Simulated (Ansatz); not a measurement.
**doublet CH7BGe+: levels of theory compared**

Aim: a comparison of 6 runs (UB3LYP/6-31G*, UBLYP/def2-SVP, UHSE06/def2-SVP, UPBE-QIDH/def2-SVP, RPA@PBE0/def2-SVP, UMP2/def2-SVP) of doublet CH7BGe+. 

The results are computed with Ansatz 0.2.0.

69 further runs of the same task are left out: 69 set aside as unsound or not needed.

### Step 1. The molecule

The species is CH7BGe+ (10 atoms), meant as a doublet with charge +1. SMILES of the parent species: `C[BH][GeH3]`. The shape is that of a PBE0-D4/def2-TZVP optimisation. That shape belongs to the parent species and isn't relaxed for this state.

Bond lengths: C1–B2 1.548 Å, B2–Ge3 2.066 Å, C1–H4 1.093 Å, C1–H5 1.106 Å, C1–H6 1.091 Å, B2–H7 1.200 Å, Ge3–H8 1.544 Å, Ge3–H9 1.542 Å, Ge3–H10 1.542 Å. Some angles: C1–B2–Ge3 123.5°, C1–B2–H7 119.3°, Ge3–B2–H7 117.1°, B2–C1–H4 114.7°, B2–C1–H5 102.9°, B2–C1–H6 116.2°, B2–Ge3–H8 109.4°, B2–Ge3–H9 113.8°, B2–Ge3–H10 112.1°, H4–C1–H5 105.3°.

### Step 2. A single-point energy at UB3LYP/6-31G(d) (spherical functions) (run 1)

The input, run.yaml:

```yaml
crystal:
  periodic: [false, false, false]
  atoms:
    - {symbol: C, position_ang: [-1.211300, 0.848000, -0.579700]}
    - {symbol: B, position_ang: [-0.013900, -0.123000, -0.719700]}
    - {symbol: Ge, position_ang: [1.111300, -0.784600, 0.881600]}
    - {symbol: H, position_ang: [-1.972600, 0.748500, -1.357000]}
    - {symbol: H, position_ang: [-0.747300, 1.837300, -0.749600]}
    - {symbol: H, position_ang: [-1.677100, 0.898700, 0.405800]}
    - {symbol: H, position_ang: [0.326000, -0.481700, -1.813000]}
    - {symbol: H, position_ang: [0.918400, -2.307400, 1.048300]}
    - {symbol: H, position_ang: [0.729200, -0.128900, 2.224000]}
    - {symbol: H, position_ang: [2.620500, -0.558300, 0.662100]}
basis:
  gaussian:
    orbitals: 6-31G_st_-spherical.json
total_charge: 1
magnetization:
  spin_polarized: true
  initial_magnetization: 1
hamiltonian:
  xc: {name: B3LYP}
accuracy: high
output: {orbitals: {seedname: orbitals}}
```

The basis set 6-31G* is read from a file made from the Basis Set Exchange's data (not shown).

Run with:

```console
$ ansatz run run.yaml --threads 1 --pin off --max-ram 3480MiB --events-out events.jsonl --progress --plain --runs-dir runs
```

Log:

```text
Warning: RAYON_NUM_THREADS=1 ignored (pool sized by the plan → 1); use --threads N
Functional definition: B3LYP
  name "B3LYP"
  parameter a0 = 0.2
  parameter ax = 0.72
  parameter ac = 0.81
  exchange = (1 - a0 - ax)*slater_x + ax*b88_x + a0*exact_x
  correlation = (1 - ac)*vwn_rpa_c + ac*lyp_c
1734 factors; integrals over basis functions are off by at most 1.3e-8 eV
mean field evaluation 1: about -58320.9955 eV, gradient 3.9e1 eV
mean field evaluation 2: about -58311.2246 eV, gradient 5.1e1 eV
mean field evaluation 4: about -58328.5453 eV, gradient 3.0e0 eV
mean field evaluation 8: about -58328.7418 eV, gradient 1.4e-1 eV
mean field evaluation 16: about -58328.7428 eV, gradient 2.9e-3 eV
mean field evaluation 32: about -58328.7428 eV, gradient 8.4e-8 eV
mean field -58328.74280061 eV, -2143.5417612804 hartree, gradient 8.4e-8 eV, S^2 0.751909; 2 other end points of the search recorded, 0 dependent functions left out
reference -58328.74284145 eV, -2143.5417627813 hartree; 25, 24 occupied and 49, 50 virtual orbitals, 1734 factors
Total energy: -58328.74284145 eV, -2143.5417627813 hartree
```

Wall time 15 s (1 thread of Arm Neoverse V2, shared host); peak memory 0.36 GiB.

### Step 3. A single-point energy at UBLYP/def2-SVP (run 2)

The input, job.yaml:

```yaml
crystal:
  periodic: [false, false, false]
  atoms:
    - {symbol: C, position_ang: [-1.211300, 0.848000, -0.579700]}
    - {symbol: B, position_ang: [-0.013900, -0.123000, -0.719700]}
    - {symbol: Ge, position_ang: [1.111300, -0.784600, 0.881600]}
    - {symbol: H, position_ang: [-1.972600, 0.748500, -1.357000]}
    - {symbol: H, position_ang: [-0.747300, 1.837300, -0.749600]}
    - {symbol: H, position_ang: [-1.677100, 0.898700, 0.405800]}
    - {symbol: H, position_ang: [0.326000, -0.481700, -1.813000]}
    - {symbol: H, position_ang: [0.918400, -2.307400, 1.048300]}
    - {symbol: H, position_ang: [0.729200, -0.128900, 2.224000]}
    - {symbol: H, position_ang: [2.620500, -0.558300, 0.662100]}
basis:
  gaussian:
    orbitals: def2-SVP
total_charge: 1
magnetization:
  spin_polarized: true
  initial_magnetization: 1
hamiltonian:
  xc: {name: BLYP}
accuracy: high
output: {orbitals: {seedname: orbitals}}
```

Run with:

```console
$ ansatz run job.yaml --threads 1 --pin off --max-ram 3480MiB --events-out events.jsonl --progress --plain --runs-dir runs
```

Log:

```text
Warning: RAYON_NUM_THREADS=1 ignored (pool sized by the plan → 1); use --threads N
Functional definition: BLYP
  name "BLYP"
  parameter beta = 0.0042
  parameter a = 0.04918
  parameter b = 0.132
  parameter c = 0.2533
  parameter d = 0.349
  exchange = b88_x(beta = beta)
  correlation = lyp_c(a = a, b = b, c = c, d = d)
2179 factors; integrals over basis functions are off by at most 1.0e-8 eV
mean field evaluation 1: about -58310.1455 eV, gradient 5.3e1 eV
mean field evaluation 2: about -58234.2904 eV, gradient 1.0e2 eV
mean field evaluation 4: about -58323.6527 eV, gradient 1.8e1 eV
mean field evaluation 8: about -58326.7178 eV, gradient 6.8e-1 eV
mean field evaluation 16: about -58326.7160 eV, gradient 1.1e-3 eV
mean field evaluation 32: about -58324.2524 eV, gradient 9.2e0 eV
mean field -58326.71599610 eV, -2143.4672775888 hartree, gradient 8.0e-8 eV, S^2 0.751347; 5 other end points of the search recorded, 0 dependent functions left out
reference -58326.71605460 eV, -2143.4672797385 hartree; 25, 24 occupied and 70, 71 virtual orbitals, 2179 factors
Total energy: -58326.71605460 eV, -2143.4672797385 hartree
```

Run time: 14 s. Hardware: 1 thread of Arm Neoverse V2, shared host; peak memory 0.32 GiB.

Runs 3 to 5 aren't shown in full; the table further down has their settings and results.

### Step 4. The energy at UMP2/def2-SVP (run 6)

Edit job.yaml of step 3 so:

```diff
@@ -14,11 +14,6 @@
 basis:
-  gaussian:
-    orbitals: def2-SVP
+  gaussian: {orbitals: def2-SVP}
+accuracy: high
+magnetization: {spin_polarized: true, initial_magnetization: 1}
 total_charge: 1
-magnetization:
-  spin_polarized: true
-  initial_magnetization: 1
-hamiltonian:
-  xc: {name: BLYP}
-accuracy: high
-output: {orbitals: {seedname: orbitals}}
+correlation: {method: mp2, frozen_orbitals: {B: 1, C: 1, Ge: 9, H: 0}}
```

Run with:

```console
$ ansatz run job.yaml --threads 1 --pin off --max-ram 3480MiB --events-out events.jsonl --progress --plain --runs-dir runs
```

Log:

```text
Warning: RAYON_NUM_THREADS=1 ignored (pool sized by the plan → 1); use --threads N
Functional definition: HF
  name "HF"
  exchange = exact_x
  correlation = 0
2179 factors; integrals over basis functions are off by at most 1.0e-8 eV
mean field evaluation 1: about -58264.6552 eV, gradient 2.3e1 eV
mean field evaluation 2: about -58264.7119 eV, gradient 2.3e1 eV
mean field evaluation 4: about -58267.8731 eV, gradient 2.3e0 eV
mean field evaluation 8: about -58267.9689 eV, gradient 3.0e-1 eV
mean field evaluation 16: about -58267.9764 eV, gradient 2.6e-7 eV
mean field -58267.97638882 eV, -2141.3086368363 hartree, gradient 2.6e-8 eV, S^2 0.758182; 2 other end points of the search recorded, 0 dependent functions left out
11 core orbitals not correlated: weight in the atoms' cores, before any rotation towards them, 1.000 or more for the frozen orbitals, at most 0.000 for the correlated occupied ones
reference -58267.97638882 eV, -2141.3086368363 hartree; 14, 13 occupied and 70, 71 virtual orbitals, 2179 factors
second order -12.12700486 eV of doubles, -0.00000000 eV of singles
Total energy: -58280.10339368 eV, -2141.7542960450 hartree
```

Wall time 6 s (1 thread of Arm Neoverse V2, shared host); peak memory 0.4 GiB.

### Step 5. The series

| run | level | frozen core orbitals | energy (Eh) | HOMO energy (eV) | LUMO energy (eV) | ⟨S²⟩ | wall time |
| --- | --- | --- | --- | --- | --- | --- | --- |
| 1 | UB3LYP/6-31G* (spherical functions) | – | -2143.541763 | -14.63 | -12.26 | 0.752 | 15 s |
| 2 | UBLYP/def2-SVP | – | -2143.467280 | -13.43 | -12.70 | 0.751 | 14 s |
| 3 | UHSE06/def2-SVP | – | -2143.104523 | -14.44 | -12.43 | 0.753 | 19 s |
| 4 | UPBE-QIDH/def2-SVP | 11 | -2142.736258 | -16.91 | -10.21 | 0.756 | 20 s |
| 5 | RPA@PBE0/def2-SVP | 11 | -2141.985272 | – | – | 0.753 | 38 s |
| 6 | UMP2/def2-SVP | 11 | -2141.754296 | – | – | 0.758 | 6 s |

### Step 6. Outcome

```
                                           quantity           value
                                run 6: total energy  -2141.75430 Eh
run 6: correlation energy (11 core orbitals frozen)      -445.7 mEh
           run 6: ⟨S²⟩ of the reference determinant           0.758
```

**Reading.** Totals of different functionals can't be ranked against each other. All runs together took 1.9 min, the longest 38 s.
